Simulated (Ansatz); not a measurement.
# Zn3SeS2: the cost of one run

Method: DFT PBE, scalar-relativistic, plane waves, PAW, in Ansatz 0.2.0.

1 further run of the same task is left out (it didn't finish).

## 1. The system as given

It takes space group P3m1 (No. 156, trigonal). Conventional cell: a = 3.833 Å, b = 3.833 Å, c = 9.389 Å, α = 90.00°, β = 90.00°, γ = 120.00°. Zn (site symmetry 3m) is surrounded by 3 Se at 2.35 Å and 1 S at 2.35 Å. Zn (site symmetry 3m) is surrounded by 3 S at 2.35 Å and 1 Se at 2.35 Å. Around Zn (site symmetry 3m) lie 4 S at 2.35 Å. Se (site symmetry 3m) has 4 Zn at 2.35 Å as nearest neighbours. S (site symmetry 3m) is surrounded by 4 Zn at 2.35 Å.

Structure file:

```cif
data_structure
_symmetry_space_group_name_H-M 'P3m1'
_symmetry_Int_Tables_number 156
_cell_length_a 3.8329
_cell_length_b 3.8329
_cell_length_c 9.3886
_cell_angle_alpha 90.000
_cell_angle_beta 90.000
_cell_angle_gamma 120.000
_cell_volume 119.45
loop_
_atom_site_label
_atom_site_type_symbol
_atom_site_symmetry_multiplicity
_atom_site_Wyckoff_symbol
_atom_site_fract_x
_atom_site_fract_y
_atom_site_fract_z
_atom_site_occupancy
Zn1 Zn 1 a 0.00000 0.00000 0.00000 1
Zn2 Zn 1 b 0.33333 0.66667 0.66667 1
Zn3 Zn 1 c 0.66667 0.33333 0.33333 1
Se1 Se 1 b 0.33333 0.66667 0.91667 1
S1 S 1 c 0.66667 0.33333 0.58333 1
S2 S 1 a 0.00000 0.00000 0.25000 1
```

The start is an ordering of an alloy on its end members' structure types: elements ordered on the sites of the ZnSe type, S/Se on Se (P3m1, No. 156).

## 2. The guess as it stands, on a coarse mesh

input.yaml reads:

```yaml
crystal:
  lattice:
    - [3.83287713, 0.0, 0.0]
    - [-1.91643856, 3.31936896, 0.0]
    - [0.0, 0.0, 9.38859321]
  atoms:
    - { symbol: Zn, position: [0.0, 0.0, 0.0] }
    - { symbol: Zn, position: [0.33333333, 0.66666667, 0.66666667] }
    - { symbol: Zn, position: [0.66666667, 0.33333333, 0.33333333] }
    - { symbol: Se, position: [0.33333333, 0.66666667, 0.91666667] }
    - { symbol: S, position: [0.66666667, 0.33333333, 0.58333333] }
    - { symbol: S, position: [0.0, 0.0, 0.25] }
basis:
  ecutwfc: 420
kpoints:
  mp_grid: { grid: [6, 6, 2] }
hamiltonian:
  xc: pbe
scf:
  occupations: { method: gaussian, width: 0.1 }
  lower_state_search: "off"
output:
  forces: true
  stress: true
  eigenvalues: true
```

Started as:

```
> ansatz run input.yaml --threads 1 --pin off --max-ram 2560MiB --backend cpu --events-out ev --progress --plain --runs-dir out
```

**Question.** How long does this run take on 1 thread of Arm Neoverse V2, shared host, and how much memory does it need?

About 6.1 s, with a peak of 0.35 GiB.
